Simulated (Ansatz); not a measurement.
# C19O: the cost of one run

Method: DFT PBE, plane waves, PAW, scalar-relativistic, no spin polarisation, in Ansatz 0.2.0.

## Step 1: The system as given

The cell holds 20 atoms (C19O): a = 7.398 Å, b = 7.398 Å, c = 13.000 Å, α = 90.00°, β = 90.00°, γ = 120.00°.

Coordinates:

```cif
data_structure
_symmetry_space_group_name_H-M 'P 1'
_symmetry_Int_Tables_number 1
_cell_length_a 7.3980
_cell_length_b 7.3980
_cell_length_c 13.0000
_cell_angle_alpha 90.000
_cell_angle_beta 90.000
_cell_angle_gamma 120.000
_cell_volume 616.17
loop_
_atom_site_label
_atom_site_type_symbol
_atom_site_fract_x
_atom_site_fract_y
_atom_site_fract_z
_atom_site_occupancy
C1 C 0.00000 0.00000 0.07692 1
C2 C 0.22222 0.11111 0.07692 1
C3 C 0.00000 0.33333 0.07692 1
C4 C 0.22222 0.44444 0.07692 1
C5 C 0.00000 0.66667 0.07692 1
C6 C 0.22222 0.77778 0.07692 1
C7 C 0.33333 0.00000 0.07692 1
C8 C 0.55556 0.11111 0.07692 1
C9 C 0.33333 0.33333 0.07692 1
C10 C 0.55556 0.44444 0.07692 1
C11 C 0.33333 0.66667 0.07692 1
C12 C 0.55556 0.77778 0.07692 1
C13 C 0.66667 0.00000 0.07692 1
C14 C 0.88889 0.11111 0.07692 1
C15 C 0.66667 0.33333 0.07692 1
C16 C 0.88889 0.44444 0.07692 1
C17 C 0.66667 0.66667 0.07692 1
C18 C 0.88889 0.77778 0.07692 1
C19 C 0.03025 0.75080 0.18923 1
O1 O 0.03025 0.75080 0.27846 1
```

## Step 2: Relaxing end A

The input, input.yaml:

```yaml
crystal:
  lattice:
    - [7.398, 0.0, 0.0]
    - [-3.699, 6.406856, 0.0]
    - [0.0, 0.0, 13.0]
  atoms:
    - { symbol: C, position: [0.0, 0.0, 0.0769231] }
    - { symbol: C, position: [0.2222222, 0.1111111, 0.0769231] }
    - { symbol: C, position: [0.0, 0.3333333, 0.0769231] }
    - { symbol: C, position: [0.2222222, 0.4444444, 0.0769231] }
    - { symbol: C, position: [0.0, 0.6666667, 0.0769231] }
    - { symbol: C, position: [0.2222222, 0.7777778, 0.0769231] }
    - { symbol: C, position: [0.3333333, 0.0, 0.0769231] }
    - { symbol: C, position: [0.5555556, 0.1111111, 0.0769231] }
    - { symbol: C, position: [0.3333333, 0.3333333, 0.0769231] }
    - { symbol: C, position: [0.5555556, 0.4444444, 0.0769231] }
    - { symbol: C, position: [0.3333333, 0.6666667, 0.0769231] }
    - { symbol: C, position: [0.5555556, 0.7777778, 0.0769231] }
    - { symbol: C, position: [0.6666667, 0.0, 0.0769231] }
    - { symbol: C, position: [0.8888889, 0.1111111, 0.0769231] }
    - { symbol: C, position: [0.6666667, 0.3333333, 0.0769231] }
    - { symbol: C, position: [0.8888889, 0.4444444, 0.0769231] }
    - { symbol: C, position: [0.6666667, 0.6666667, 0.0769231] }
    - { symbol: C, position: [0.8888889, 0.7777778, 0.0769231] }
    - { symbol: C, position: [0.0302512, 0.7507961, 0.1892308] }
    - { symbol: O, position: [0.0302512, 0.7507961, 0.2784615] }
basis:
  ecutwfc: 420.0
kpoints:
  mp_grid: { grid: [2, 2, 1] }
hamiltonian:
  xc: pbe
scf:
  occupations: { method: gaussian, width: 0.05 }
  lower_state_search: "off"
relax:
  f_tol: 0.03
  max_steps: 60
  adjacent_minimum: "off"
```

Launch:

```bash
ansatz run input.yaml --threads 1 --pin off --max-ram 3072MiB --backend cpu --events-out ev --progress --plain --runs-dir out
```

**Question.** How long does this run take on 1 thread of Arm Neoverse V1, shared host, and how much memory does it need?

About 3 min, with a peak of 0.68 GiB.
